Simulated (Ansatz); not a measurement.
# Ge₂H₃ (quartet): from Hartree-Fock to the top rungs, cc-pVDZ

The task here is to estimate one member of a computed series from the others.

The runs use Ansatz 0.2.0, Gaussian basis; cc-pVDZ, core rule «outside noble gas», up to 28 orbitals frozen.

Plan: UHF; CCSD(T) on ROHF; CCSD(T) on UHF; BCCD(T) on ROHF; CISD; CCSDT(Q) on ROHF; CCSDT(Q) on UHF; CASSCF and MRCISD+Q, 11 electrons in 11 orbitals; CASSCF and NEVPT2, 11 electrons in 11 orbitals.

15 further runs of the same task are left out: 6 that didn't finish, 9 set aside as unsound or not needed.

## The geometry

The geometry is a PBE0/def2-TZVP stationary point (not a proven minimum) of the parent state, kept for this charge and spin. No spin-orbit coupling is included. The filled d shell of Ge may be among the frozen orbitals whatever the setting's name suggests; the logs give the count.

5 atoms, charge 0, spin multiplicity 4.

Atoms are counted from 1 here; the program's logs count them from 0.

Bond lengths: Ge1–Ge2 2.405 Å, Ge1–H3 1.548 Å, Ge1–H4 1.548 Å, Ge2–H5 1.595 Å. Angles: Ge2–Ge1–H3 130.0°, Ge2–Ge1–H4 123.8°, H3–Ge1–H4 106.2°, Ge1–Ge2–H5 87.5°.

Set-up of the first run:

Input file in.yaml:

```yaml
crystal:
  periodic: [false, false, false]
  atoms:
    - {symbol: Ge, position_ang: [0.000000, 0.013184, 1.181237]}
    - {symbol: Ge, position_ang: [0.000000, -0.034339, -1.223364]}
    - {symbol: H, position_ang: [0.000000, 1.219299, 2.151804]}
    - {symbol: H, position_ang: [0.000000, -1.255242, 2.068613]}
    - {symbol: H, position_ang: [0.000000, 1.560523, -1.184463]}
basis:
  gaussian: {orbitals: cc-pVDZ}
magnetization: {spin_polarized: true, initial_magnetization: 3}
hamiltonian: {xc: hf}
output: {orbitals: {seedname: orbitals}}
```

Run with:

```sh
$ ansatz run in.yaml --threads 1 --pin off --events-out ev --progress --plain --max-ram 2393MiB
```

Among the steps run: UHF; CCSD(T) on ROHF; CCSD(T) on UHF; BCCD(T) on ROHF; CISD; CCSDT(Q) on ROHF; CCSDT(Q) on UHF; CASSCF and MRCISD+Q, 11 electrons in 11 orbitals; CASSCF and NEVPT2, 11 electrons in 11 orbitals.

One of the session's tables, all rows but one given; the rest of the session is left out.

It belongs to the step «Misses and costs». 

```
          method  from UCCSDT(Q) (meV)
            ROHF               +5261.4
             UHF               +5079.3
            RMP2               +1210.9
            UMP2               +1205.3
            CISD                     ?
           RCCSD                +192.3
           UCCSD                +173.1
        RCCSD(T)                 +54.7
        UCCSD(T)                 +39.5
         BCCD(T)                 +54.2
          RCCSDT                 +21.5
          UCCSDT                  +5.9
       RCCSDT(Q)                 +15.5
       UCCSDT(Q)                     0
  CASSCF valence               +3438.3
  NEVPT2 valence                +949.0
  MRCISD valence                +271.6
MRCISD+Q valence                 +43.6
```

Q: Estimate the row for CISD from the others.

The run gave: from UCCSDT(Q) (meV): +562.4. In the column «from UCCSDT(Q) (meV)» it lies between MRCISD valence (+271.6) and NEVPT2 valence (+949.0).

Limits of these values: Restricted and unrestricted rows rest on different reference determinants; where their highest levels disagree by more than a few hundredths of an eV, they describe different states and don't form one ladder.
